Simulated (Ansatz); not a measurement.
# C₃H₈OSi: how energies converge with the basis set

How large a basis does C₃H₈OSi need? Two functionals are run in growing sets.

Method: one geometry, several basis sets; program: Ansatz 0.2.0, Gaussian basis.

The runs, in order: PBE0-D4/def2-SVP; ωB97M-V/def2-SVP; PBE0-D4/def2-QZVPP; ωB97M-V/def2-QZVPP; the functionals' def2-TZVPP values are taken from earlier runs.

## (1) The relaxed structure

An earlier PBE0-D4 in a triple-zeta def2 set relaxation fixed the geometry.

13 atoms, charge 0, spin multiplicity 1.

Atoms are counted from 1 here; the program's logs count them from 0.

Bond lengths: C1–C2 1.520 Å, C1–H6 1.095 Å, C1–H7 1.096 Å, C1–H8 1.095 Å, C2–C3 1.531 Å, C2–Si4 1.927 Å, C2–H9 1.103 Å, C3–H10 1.094 Å, C3–H11 1.095 Å, C3–H12 1.095 Å, Si4–O5 1.654 Å, O5–H13 0.963 Å. Angles: C2–C1–H6 112.3°, C2–C1–H7 111.4°, C2–C1–H8 111.8°, H6–C1–H7 108.0°, H6–C1–H8 106.7°, H7–C1–H8 106.4°, C1–C2–C3 111.9°, C1–C2–Si4 117.3°, C1–C2–H9 108.7°, C3–C2–Si4 108.0°, C3–C2–H9 107.2°, Si4–C2–H9 103.0°, C2–C3–H10 112.0°, C2–C3–H11 111.2°, C2–C3–H12 111.4°, H10–C3–H11 107.2°, H10–C3–H12 107.5°, H11–C3–H12 107.2° and more.

Geometry (Å):

```
C    -1.1141    0.0682    0.4522
C     0.4041    0.0387    0.3865
C     0.9282   -1.3125   -0.1064
Si    1.2702    1.4215   -0.6384
O    -0.0010    2.3133   -1.2068
H    -1.4942    1.0080    0.8668
H    -1.5604   -0.0694   -0.5397
H    -1.5089   -0.7352    1.0829
H     0.8058    0.1943    1.4016
H     2.0211   -1.3349   -0.1584
H     0.5515   -1.5422   -1.1086
H     0.6127   -2.1280    0.5520
H    -0.8947    2.0434   -0.9687
```

## (2) PBE0-D4 in def2-SVP

in.yaml

```yaml
crystal:
  periodic: [false, false, false]
  atoms:
    - {symbol: C, position_ang: [-1.114145, 0.068231, 0.452235]}
    - {symbol: C, position_ang: [0.404067, 0.038687, 0.386451]}
    - {symbol: C, position_ang: [0.928182, -1.312478, -0.106418]}
    - {symbol: Si, position_ang: [1.270199, 1.421480, -0.638373]}
    - {symbol: O, position_ang: [-0.000961, 2.313312, -1.206789]}
    - {symbol: H, position_ang: [-1.494212, 1.007994, 0.866757]}
    - {symbol: H, position_ang: [-1.560387, -0.069351, -0.539651]}
    - {symbol: H, position_ang: [-1.508870, -0.735248, 1.082867]}
    - {symbol: H, position_ang: [0.805757, 0.194298, 1.401566]}
    - {symbol: H, position_ang: [2.021133, -1.334858, -0.158393]}
    - {symbol: H, position_ang: [0.551479, -1.542190, -1.108625]}
    - {symbol: H, position_ang: [0.612727, -2.127991, 0.551985]}
    - {symbol: H, position_ang: [-0.894668, 2.043415, -0.968713]}
basis:
  gaussian: {orbitals: def2-SVP}
hamiltonian: {xc: pbe0, dispersion: d4}
output: {orbitals: {seedname: orbitals}}
```

On the command line:

```bash
$ ansatz run in.yaml --threads 4 --pin off --events-out ev --progress --plain --max-ram 10444MiB
```

Further steps of the session: ωB97M-V in def2-SVP; PBE0-D4 in def2-QZVPP; ωB97M-V in def2-QZVPP.

Q: Predict the results of all the runs planned. Wanted: PBE0-D4: double and triple zeta above quadruple; ωB97M-V: double and triple zeta above quadruple.

As calculated:

| quantity | value |
| --- | --- |
| PBE0-D4: double and triple zeta above quadruple | 9.50, 0.57 eV |
| ωB97M-V: double and triple zeta above quadruple | 9.77, 0.55 eV |

In words: PBE0-D4 gains 8.93 eV from double to triple zeta, then 0.57 eV more. Total energies overstate the basis error of differences, where much of it tends to cancel.
